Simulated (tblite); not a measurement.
# BH11O3Si4: the cost of one run

Programs: tblite 0.8.0 and PySCF 2.14.0. All values are calculated, for the isolated system unless a continuum is named. Atoms count from 0, parts from 1.

## 1. Starting point

19 atoms, charge 0, multiplicity 1; geometry: distance geometry start.

## 2. Relaxing the cluster with GFN2-xTB

Job settings and geometry (Å):

```
{"job": {"kind": "relax", "xc": "GFN2-xTB", "basis": "xTB"}, "charge": 0, "multiplicity": 1}
Si     0.181520     2.692780    -1.998488
O      0.625937     1.182290    -1.197173
Si    -0.510606    -0.063251    -0.658920
O      0.244632    -1.652641    -0.816915
Si     0.441890    -2.816184     0.470340
O     -0.887288     0.211364     1.048241
Si    -2.037616    -0.728760     1.994100
B     -2.127665     0.022527    -1.715994
H     -0.189892     2.449448    -3.336893
H     -0.944163     3.292823    -1.309815
H      1.245076     3.607822    -1.971666
H      1.096999    -3.976037    -0.035955
H      1.259720    -2.242220     1.503285
H     -0.808078    -3.175383     1.014786
H     -3.086191     0.094196     2.474705
H     -2.610781    -1.766771     1.181948
H     -1.372100    -1.336429     3.102941
H     -3.139502    -0.017526    -1.134229
H     -2.119154     0.762441    -2.591831
```

Level: GFN2-xTB geometry optimisation, gas phase.

On the command line:

```
> OMP_NUM_THREADS=1 python cluster_run.py task.json out
```

This one command runs all jobs of the session in turn.

Q: Estimate the wall time of this first job on 1 thread of Arm Neoverse V1, shared host.

About 13 s.
